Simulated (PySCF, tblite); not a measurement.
# C3H9BrOSi2: geometry, infrared bands and NMR shifts

Wanted: the infrared bands and NMR shifts of C3H9BrOSi2 (`C=C(C)[SiH2]O[SiH2]Br`), by calculation.

Computed with tblite 0.8.0 and PySCF 2.14.0, with density-fitted response routines of our own, on a single molecule in the gas phase. Atoms are numbered from 0 throughout.

## 1. Starting geometry

16 atoms, charge 0, multiplicity 1; geometry from: force field or distance geometry start.

Bonds of the start (Å): C0–C1 1.33, C1–C2 1.48, C1–Si3 1.83, Si3–O4 1.71, O4–Si5 1.70, Si5–Br6 2.25, C0–H7 1.10, C0–H8 1.08, C2–H9 1.11, C2–H10 1.10, C2–H11 1.11, Si3–H12 1.49, Si3–H13 1.47, Si5–H14 1.47, Si5–H15 1.48.

## 2. Relaxing the molecule with GFN2-xTB

The job: settings as JSON, then the geometry in Å.

```
{"job": {"kind": "relax", "xc": "GFN2-xTB", "basis": "xTB"}, "charge": 0, "multiplicity": 1}
C     -0.861300    -0.444600     1.481000
C     -1.080100    -0.010200     0.246000
C     -2.489300     0.180400    -0.166800
Si     0.225900     0.363500    -0.977900
O      1.440700    -0.840000    -1.046800
Si     2.720600    -0.365000    -0.030000
Br     4.259800     0.885900    -1.100400
H     -1.760700    -0.613400     2.099700
H      0.111500    -0.631000     1.920800
H     -2.614200     1.183400    -0.625300
H     -2.715600    -0.573600    -0.942000
H     -3.198000     0.074900     0.683500
H      0.842800     1.695600    -0.751300
H     -0.431000     0.370200    -2.296900
H      2.143900     0.351700     1.111600
H      3.397400    -1.619000     0.383300
```

Started as:

```
$ OMP_NUM_THREADS=1 python probes_run.py task.json out
```

This one command runs all jobs of the session in turn.

Output:

```text
step      E/eV     max force
  0    -618.32784    2.782
  1    -618.55268    1.801
  2    -618.67153    1.198
  3    -618.72938    0.834
  4    -618.79465    0.599
  5    -618.82668    0.656
  6    -618.86478    0.655
  7    -618.90548    0.547
  8    -618.92951    0.385
  9    -618.95049    0.385
 10    -618.97430    0.455
 11    -619.00831    0.662
 12    -619.04706    0.683
 13    -619.07845    0.480
 14    -619.09609    0.314
 15    -619.10978    0.332
 16    -619.12465    0.376
 17    -619.13497    0.292
 18    -619.14122    0.211
 19    -619.14665    0.238
 20    -619.15396    0.339
 21    -619.16140    0.291
 22    -619.16741    0.156
 23    -619.17185    0.149
 24    -619.17583    0.176
 25    -619.18040    0.224
 26    -619.18536    0.209
 27    -619.18996    0.161
 28    -619.19358    0.112
 29    -619.19550    0.120
 30    -619.19643    0.077
 31    -619.19716    0.063
 32    -619.19798    0.082
 33    -619.19918    0.140
 34    -619.20064    0.156
 35    -619.20193    0.104
 36    -619.20281    0.068
 37    -619.20349    0.064
 38    -619.20408    0.077
 39    -619.20452    0.061
 40    -619.20481    0.047
 41    -619.20504    0.040
 42    -619.20528    0.044
 43    -619.20554    0.051
 44    -619.20583    0.037
 45    -619.20613    0.045
 46    -619.20644    0.048
 47    -619.20674    0.051
 48    -619.20703    0.049
 49    -619.20731    0.043
 50    -619.20757    0.032
 51    -619.20779    0.032
 52    -619.20800    0.045
 53    -619.20823    0.050
 54    -619.20847    0.047
 55    -619.20870    0.038
 56    -619.20887    0.031
 57    -619.20900    0.036
 58    -619.20913    0.037
 59    -619.20927    0.034
 60    -619.20936    0.020
 61    -619.20941    0.017
 62    -619.20945    0.014
 63    -619.20951    0.022
 64    -619.20963    0.028
 65    -619.20978    0.034
 66    -619.20995    0.038
 67    -619.21012    0.037
 68    -619.21033    0.040
 69    -619.21059    0.050
 70    -619.21087    0.053
 71    -619.21110    0.059
 72    -619.21131    0.053
 73    -619.21157    0.043
 74    -619.21192    0.050
 75    -619.21226    0.071
 76    -619.21260    0.057
 77    -619.21290    0.053
 78    -619.21352    0.055
 79    -619.21403    0.061
 80    -619.21486    0.071
 81    -619.21541    0.064
 82    -619.21592    0.057
 83    -619.21625    0.068
 84    -619.21660    0.056
 85    -619.21687    0.026
 86    -619.21700    0.024
 87    -619.21706    0.026
 88    -619.21723    0.028
 89    -619.21736    0.022
 90    -619.21747    0.022
 91    -619.21753    0.018
 92    -619.21759    0.022
 93    -619.21767    0.022
 94    -619.21777    0.026
 95    -619.21787    0.026
 96    -619.21798    0.019
 97    -619.21807    0.018
 98    -619.21814    0.017
 99    -619.21819    0.015
100    -619.21825    0.017
101    -619.21832    0.018
102    -619.21840    0.020
103    -619.21848    0.021
104    -619.21855    0.022
105    -619.21863    0.025
106    -619.21875    0.028
107    -619.21895    0.035
108    -619.21923    0.052
109    -619.21956    0.046
110    -619.21987    0.051
111    -619.22020    0.047
112    -619.22052    0.042
113    -619.22082    0.042
114    -619.22100    0.034
115    -619.22113    0.027
116    -619.22121    0.020
117    -619.22130    0.020
118    -619.22135    0.021
119    -619.22139    0.018
120    -619.22144    0.015
121    -619.22149    0.013
122    -619.22152    0.013
123    -619.22153    0.010
```

It took 1.1 s on 1 thread of Arm Neoverse V1, shared host; peak memory 0.18 GiB.

The steps of the relaxation: (not every step is listed)

| step | energy from step 0 (eV) | largest force (eV/Å) |
| --- | --- | --- |
| 0 | 0.0000 | 2.7824 |
| 1 | -0.2248 | 1.8010 |
| 2 | -0.3437 | 1.1977 |
| 3 | -0.4015 | 0.8339 |
| 4 | -0.4668 | 0.5986 |
| 5 | -0.4988 | 0.6559 |
| 6 | -0.5369 | 0.6551 |
| 7 | -0.5776 | 0.5470 |
| 8 | -0.6017 | 0.3853 |
| 19 | -0.8188 | 0.2379 |
| 30 | -0.8686 | 0.0770 |
| 41 | -0.8772 | 0.0397 |
| 52 | -0.8802 | 0.0447 |
| 63 | -0.8817 | 0.0217 |
| 74 | -0.8841 | 0.0499 |
| 85 | -0.8890 | 0.0257 |
| 96 | -0.8901 | 0.0191 |
| 107 | -0.8911 | 0.0352 |
| 118 | -0.8935 | 0.0205 |
| 119 | -0.8936 | 0.0181 |
| 120 | -0.8936 | 0.0150 |
| 121 | -0.8936 | 0.0132 |
| 122 | -0.8937 | 0.0129 |
| 123 | -0.8937 | 0.0097 |

Close pairs (by a distance rule), those that changed most:

| bond | before (Å) | after (Å) | change (Å) |
| --- | --- | --- | --- |
| O4–Si5 | 1.702 | 1.601 | -0.101 |
| Si3–O4 | 1.711 | 1.632 | -0.080 |
| Si5–Br6 | 2.254 | 2.200 | -0.054 |
| C1–Si3 | 1.828 | 1.881 | +0.052 |
| Si5–H15 | 1.484 | 1.450 | -0.034 |
| C0–H7 | 1.105 | 1.080 | -0.024 |
| C2–H11 | 1.112 | 1.088 | -0.024 |
| Si3–H12 | 1.485 | 1.464 | -0.022 |

The end geometry stands in the next job.

## 3. Vibrational analysis with GFN2-xTB

The job: settings as JSON, then the geometry in Å.

```
{"job": {"kind": "ir", "xc": "GFN2-xTB", "basis": "xTB"}, "charge": 0, "multiplicity": 1}
C     -1.112394    -0.608930     1.463993
C     -1.277700    -0.046159     0.273972
C     -2.630662     0.366577    -0.216905
Si     0.139462     0.284137    -0.917405
O      1.498156    -0.214579    -0.163786
Si     3.073586    -0.291951     0.109134
Br     4.081139     0.961135    -1.392114
H     -1.938356    -0.795300     2.134807
H     -0.138918    -0.908789     1.815534
H     -2.642335     1.434818    -0.426905
H     -2.862509    -0.148969    -1.147616
H     -3.406152     0.143541     0.513122
H      0.304913     1.708621    -1.209939
H      0.056093    -0.520621    -2.137066
H      3.341509     0.302716     1.404221
H      3.506569    -1.657303    -0.114459
```

Output:

```text
mode    cm-1     km/mol
  1       5.8      1.82
  2      24.0      7.81
  3      32.8      3.52
  4      61.3      3.34
  5     104.5      0.98
  6     133.7      0.89
  7     223.1     13.32
  8     267.8      8.59
  9     311.9      0.62
 10     384.1      4.97
 11     433.6      9.05
 12     517.6      8.65
 13     533.1    203.24
 14     584.5     14.50
 15     606.8      8.30
 16     618.5     29.92
 17     659.7      4.36
 18     687.5      9.41
 19     744.3    704.77
 20     764.4    315.54
 21     775.1    420.74
 22     795.4     35.98
 23     911.3     24.91
 24     966.1      6.04
 25    1015.7     26.36
 26    1041.2      0.22
 27    1110.1    656.03
 28    1228.6      6.25
 29    1401.4      1.65
 30    1421.6      5.04
 31    1482.7      7.85
 32    1491.7      2.70
 33    1684.5      9.72
 34    2246.3    341.51
 35    2267.5    123.29
 36    2360.4    307.14
 37    2375.3    144.71
 38    3006.0     31.71
 39    3020.8     29.64
 40    3025.9     28.13
 41    3066.8     53.75
 42    3106.7     46.24
```

It took 0.68 s on 1 thread of Arm Neoverse V1, shared host; peak memory 0.18 GiB.

The strongest bands and the atoms that carry them (share of the mass-weighted mode):

| cm⁻¹ | km/mol | atoms |
| --- | --- | --- |
| 533 | 203.2 | H13 17 %, H15 16 %, H14 15 %, H12 15 % |
| 744 | 704.8 | H14 32 %, H15 30 %, H12 14 %, H13 13 % |
| 764 | 315.5 | H14 28 %, H15 27 %, H12 16 %, H13 16 % |
| 775 | 420.7 | H12 36 %, H13 34 %, H15 10 % |
| 1110 | 656.0 | O4 78 %, Si5 13 % |
| 2246 | 341.5 | H13 49 %, H12 46 % |
| 2360 | 307.1 | H14 59 %, H15 37 % |
| 2375 | 144.7 | H15 60 %, H14 38 % |

## 4. NMR shieldings: PBE0/pcSseg-1

Settings changed since step 3:

```diff
@@ -1,2 +1,2 @@
-{"job": {"kind": "ir", "xc": "GFN2-xTB", "basis": "xTB"}, "charge": 0, "multiplicity": 1}
+{"job": {"kind": "nmr", "xc": "PBE0", "basis": "pcSseg-1"}, "charge": 0, "multiplicity": 1}
 C     -1.112394    -0.608930     1.463993
```

Method: GIAO PBE0/pcSseg-1 NMR shielding, non-relativistic, gas phase.

Output:

```text
coarse grid: 63128 points
cycle   1  E = -3346.9849519600  dE = -4.738e-01  |g| = 1.047e+00  |ddm| = 3.721e+00
cycle   2  E = -3346.8000614081  dE =  1.849e-01  |g| = 1.316e+00  |ddm| = 1.624e+00
cycle   3  E = -3347.1024477068  dE = -3.024e-01  |g| = 2.780e-01  |ddm| = 1.257e+00
cycle   4  E = -3347.1152005007  dE = -1.275e-02  |g| = 5.925e-02  |ddm| = 2.311e-01
cycle   5  E = -3347.1159819576  dE = -7.815e-04  |g| = 1.876e-02  |ddm| = 6.979e-02
cycle   6  E = -3347.1160611354  dE = -7.918e-05  |g| = 4.907e-03  |ddm| = 1.890e-02
cycle   7  E = -3347.1160652603  dE = -4.125e-06  |g| = 2.347e-03  |ddm| = 5.385e-03
final grid: 130112 points
cycle   8  E = -3347.1161062882  dE =  2.809e-06  |g| = 4.059e-03  |ddm| = 5.014e-03
cycle   9  E = -3347.1160969385  dE =  9.350e-06  |g| = 7.242e-03  |ddm| = 8.688e-03
cycle  10  E = -3347.1161105301  dE = -1.359e-05  |g| = 2.244e-04  |ddm| = 5.613e-03
cycle  11  E = -3347.1161105419  dE = -1.179e-08  |g| = 2.786e-05  |ddm| = 2.058e-04
cycle  12  E = -3347.1161105420  dE = -1.287e-10  |g| = 9.330e-06  |ddm| = 2.795e-05
converged SCF energy = -3347.1161105420

GIAO shielding tensors (ppm)
atom      isotropic    diamagn.    paramagn.     s11        s22        s33       span
  0 C       52.012     254.303    -202.290    -63.943     65.953    154.026    217.969
  1 C       38.022     264.825    -226.803    -72.413     15.963    170.515    242.928
  2 C      163.404     246.217     -82.812    149.491    153.081    187.641     38.150
  3 Si     384.210     882.315    -498.105    347.769    370.990    433.873     86.104
  4 O      288.855     399.724    -110.868    227.247    269.947    369.372    142.125
  5 Si     370.619     878.522    -507.903    341.512    364.104    406.241     64.729
  6 Br    2582.543    3125.570    -543.027   2180.998   2725.251   2841.380    660.381
  7 H       25.426      31.149      -5.723     22.573     25.002     28.703      6.130
  8 H       25.806      33.752      -7.946     23.508     23.943     29.966      6.458
  9 H       29.808      28.886       0.922     25.661     28.627     35.136      9.475
 10 H       29.826      28.647       1.179     25.711     28.519     35.248      9.537
 11 H       29.677      28.773       0.904     26.014     28.213     34.803      8.789
 12 H       26.404      30.966      -4.562     21.905     27.189     30.118      8.213
 13 H       26.465      30.633      -4.168     22.317     26.103     30.976      8.659
 14 H       25.884      28.541      -2.658     20.918     24.860     31.874     10.956
 15 H       25.900      27.832      -1.932     21.052     24.663     31.984     10.932
```

Run time: 41 s. Hardware: 1 thread of Arm Neoverse V1, shared host; peak memory 1 GiB.

The references, computed at this level on geometries of the same kind, shield at (ppm): 1H TMS 31.72, 13C TMS 186.9, 29Si TMS 349.2, 17O H2O 336.1, 79Br HBr 2622. Their shielding less the atom's gives the shift. The references are single molecules in the gas phase, so shifts against H2O, NH3, PH3, H3PO4 or CFCl3 are not on the usual liquid scales and can be off by tens of ppm. Atoms listed in one row are averaged.

| atoms | environment | σ (ppm) | δ (ppm) | δ scaled to CDCl3 |
| --- | --- | --- | --- | --- |
| C1 | fully substituted alkene carbon | 38.0 | 148.9 | 143.4 |
| C0 | terminal =CH2 carbon | 52.0 | 134.9 | 129.8 |
| C2 | allylic methyl carbon | 163.4 | 23.5 | 21.0 |
| H7 | hydrogen on a terminal =CH2 carbon | 25.43 | 6.29 | 6.04 |
| H8 | hydrogen on a terminal =CH2 carbon | 25.81 | 5.91 | 5.68 |
| H14, H15 | hydrogen on a silicon bonded to Br, O | 25.89 | 5.83 | – |
| H12, H13 | hydrogen on a silicon bonded to C, O | 26.43 | 5.28 | – |
| H9, H10, H11 | hydrogen on an allylic methyl carbon | 29.77 | 1.95 | 1.94 |
| Si5 | silicon bonded to Br, O, 2 H | 370.6 | -21.5 | – |
| Si3 | silicon bonded to C, O, 2 H | 384.2 | -35.1 | – |
| O4 | oxygen bonded to 2 Si | 288.9 | 47.2 | – |
| Br6 | bromine bonded to Si | 2583 | 40 | – |

The scaled column applies a straight-line fit of computed shieldings to shifts measured in CDCl3, with any fitted terms for Cl, Br or S neighbours (root-mean-square error 0.16 ppm for H, 1.9 ppm for C).

Charges from the same density, by scheme (e):

| atoms | Mulliken | IAO | Hirshfeld | ESP fit |
| --- | --- | --- | --- | --- |
| C0 | -0.08 | -0.30 | -0.10 | -0.62 |
| C1 | -0.61 | -0.27 | -0.08 | 0.17 |
| C2 | -0.19 | -0.42 | -0.12 | -0.43 |
| Si3 | 0.91 | 1.01 | 0.40 | 0.41 |
| O4 | -0.72 | -0.88 | -0.29 | -0.28 |
| Si5 | 0.92 | 0.98 | 0.40 | 0.27 |
| Br6 | -0.38 | -0.28 | -0.12 | -0.16 |

Mayer bond orders: C0–C1 1.98, C1–C2 1.04, C1–Si3 0.86, Si3–O4 0.88, O4–Si5 0.99, Si5–Br6 0.93.

## 5. Outcome

```
                                                              quantity                             value
                             strongest single infrared mode (GFN2-xTB)              744 cm⁻¹, 705 km/mol
                                          zero-point energy (GFN2-xTB)                     67.9 kcal/mol
                                13C shifts against TMS (PBE0/pcSseg-1)            148.9, 134.9, 23.5 ppm
1H shifts against TMS (PBE0/pcSseg-1, means over atoms taken as alike)  6.29, 5.91, 5.83, 5.28, 1.95 ppm
                               29Si shifts against TMS (PBE0/pcSseg-1)                  -21.5, -35.1 ppm
                                17O shifts against H2O (PBE0/pcSseg-1)                          47.2 ppm
                               79Br shifts against HBr (PBE0/pcSseg-1)                            40 ppm
```

**Reading.** Relaxing lowered the energy by 0.894 eV in 123 steps; the close pair that moved most is O4–Si5, from 1.702 to 1.601 Å. All 42 modes are real, so the xTB geometry is a minimum. The strongest single mode, at 744 cm⁻¹, is carried by H14, H15, H12, H13. GFN2-xTB is a fitted tight-binding method: band positions and strengths are rough. Its intensities can rank the bands wrongly. C1 (fully substituted alkene carbon) lies farthest downfield among carbon, at 148.9 ppm; the olefinic region. At PBE0/pcSseg-1: Shielding is most anisotropic at Br6 (span 660 ppm, paramagnetic term -543 ppm). Spin-orbit coupling is left out, which matters for shieldings and couplings at and beside the heavy atoms.
